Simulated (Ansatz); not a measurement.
Geometry optimisation, Ansatz 0.2.0, DFT LDA, scalar-relativistic, plane waves, PAW.

Input file:

```yaml
crystal:
  lattice:
    - [-2.4814, 4.297911, 5.436]
    - [4.9628, 0.0, 5.436]
    - [4.9628, 8.595822, 0.0]
  atoms:
    - { symbol: Si, position: [0.09378332, 0.57288335, 0.95310831] }
    - { symbol: Si, position: [0.40621666, 0.92711667, 0.03644166] }
    - { symbol: Si, position: [0.0, 0.0, 0.26044999] }
    - { symbol: O, position: [0.31658323, 0.48218327, 0.96685835] }
    - { symbol: O, position: [0.18341675, 0.01781675, 0.11624162] }
    - { symbol: O, position: [0.94066657, 0.52476659, 0.1124667] }
    - { symbol: O, position: [0.55910008, 0.30880009, 0.13764995] }
    - { symbol: O, position: [0.94089991, 0.19119993, 0.32160002] }
    - { symbol: O, position: [0.55933341, 0.97523342, 0.09518328] }
    - { symbol: Si, position: [0.09378333, 0.57288334, 0.45310832] }
    - { symbol: Si, position: [0.40621666, 0.92711668, 0.53644165] }
    - { symbol: Si, position: [-1.0e-08, 1.0e-08, 0.76044998] }
    - { symbol: O, position: [0.18341674, 0.01781676, 0.61624161] }
    - { symbol: O, position: [0.94066657, 0.5247666, 0.61246668] }
    - { symbol: O, position: [0.55910007, 0.3088001, 0.63764994] }
    - { symbol: O, position: [0.9408999, 0.19119994, 0.82160001] }
    - { symbol: O, position: [0.5593334, 0.97523343, 0.59518327] }
    - { symbol: Si, position: [0.59378333, 0.07288334, 0.20310832] }
    - { symbol: Si, position: [0.90621666, 0.42711668, 0.28644165] }
    - { symbol: Si, position: [0.49999999, 0.50000001, 0.51044998] }
    - { symbol: O, position: [0.81658324, 0.98218326, 0.21685836] }
    - { symbol: O, position: [0.68341674, 0.51781676, 0.36624161] }
    - { symbol: O, position: [0.44066657, 0.02476659, 0.3624667] }
    - { symbol: O, position: [0.05910008, 0.80880009, 0.38764995] }
    - { symbol: O, position: [0.44089991, 0.69119993, 0.57160002] }
    - { symbol: "N", position: [0.31658324, 0.48218326, 0.46685836] }
    - { symbol: Si, position: [0.59378332, 0.07288335, 0.70310831] }
    - { symbol: Si, position: [0.90621665, 0.42711668, 0.78644164] }
    - { symbol: Si, position: [0.5, 0.5, 0.01044999] }
    - { symbol: O, position: [0.81658323, 0.98218327, 0.71685835] }
    - { symbol: O, position: [0.68341673, 0.51781677, 0.8662416] }
    - { symbol: O, position: [0.44066657, 0.0247666, 0.86246668] }
    - { symbol: O, position: [0.05910007, 0.8088001, 0.88764994] }
    - { symbol: O, position: [0.44089991, 0.69119992, 0.07160004] }
    - { symbol: O, position: [0.0593334, 0.47523343, 0.84518327] }
total_charge: 1
basis:
  ecutwfc: 420.0
kpoints:
  mp_grid: { grid: [2, 2, 2] }
hamiltonian:
  xc: lda
  pseudopotentials: { kind: paw, azcp: { folder: soft_1 } }
scf:
  occupations: { method: fermi_dirac, width: 0.05 }
  lower_state_search: "off"
relax:
  f_tol: 0.03
  max_steps: 60
  adjacent_minimum: "off"
```

Run as:

```bash
$ ansatz run input.yaml --threads 4 --pin off --max-ram 10240MiB --backend cpu --events-out ev --progress --plain --runs-dir out
```

Task: Where does it end, and by what steps?

Result: It converged. Limits of this set-up: coarse k mesh, PAW files made for another functional, no spin, though dangling bonds at a vacancy may carry it, a small cell, in which the defect meets its images, charged cell in a uniform background, uncorrected. After 16 steps the energy has fallen by 3.295 eV; Si19 moved furthest, 1.38 Å. Joined: O7–Si19 (3.78 → 1.83 Å).

| step | energy less start (eV) | largest force component (eV/Å) | accepted |
| --- | --- | --- | --- |
| 0 | 0.0000 | 1.847 | yes |
| 1 | -0.2715 | 1.316 | yes |
| 2 | -1.1448 | 2.546 | yes |
| 3 | -1.8488 | 2.193 | yes |
| 4 | -2.2745 | 1.414 | yes |
| 5 | -2.5309 | 1.118 | yes |
| 6 | -2.6833 | 0.390 | yes |
| 7 | -2.8218 | 0.624 | yes |
| 8 | -3.0407 | 0.730 | yes |
| 9 | -2.9437 | 2.226 | no |
| 10 | -3.2446 | 0.205 | yes |
| 11 | -3.2716 | 0.532 | yes |
| 12 | -3.2631 | 0.562 | no |
| 13 | -3.2832 | 0.460 | yes |
| 14 | -3.2941 | 0.044 | yes |
| 15 | -3.2941 | 0.046 | yes |
| 16 | -3.2948 | 0.023 | yes |

```xyz
35
Lattice="-2.4814 4.2979 5.4360 4.9628 0.0000 5.4360 4.9628 8.5958 0.0000" Properties=species:S:1:pos:R:3
Si 7.333 8.680 3.622
Si 3.872 1.921 7.384
Si 1.119 2.020 -0.201
O 6.639 10.020 4.287
O 0.170 1.600 1.010
O 0.753 4.796 7.753
O 0.968 4.007 5.090
O 0.164 6.449 5.763
O 4.387 2.871 8.594
Si 5.162 4.693 3.772
Si 6.205 6.445 7.349
Si 3.723 6.673 0.029
O 2.584 6.216 1.063
O 3.575 9.254 7.919
O 3.132 8.079 5.025
O 2.643 11.167 6.234
O 6.339 7.511 8.543
Si -0.043 4.283 3.651
Si 1.176 5.341 6.326
Si 3.740 6.626 5.432
O 3.658 5.126 9.586
O 2.651 5.873 6.413
O 0.886 5.002 2.591
O 5.604 3.372 4.523
O 5.026 6.908 6.371
N 3.975 5.668 4.114
Si 2.301 8.647 3.771
Si 3.778 10.741 7.276
Si 1.440 2.377 5.566
O 6.337 9.867 9.728
O 5.171 10.564 6.475
O 3.284 9.184 2.593
O 8.274 8.083 4.778
O 2.751 2.656 6.448
O 6.333 7.547 3.039
```

Whether the end is a true minimum wasn't checked by a vibrational analysis.

Run time: 35 s on 4 threads of AMD EPYC 9R45 96-Core Processor (Zen 5) (shared host), peak memory 1.6 GiB.
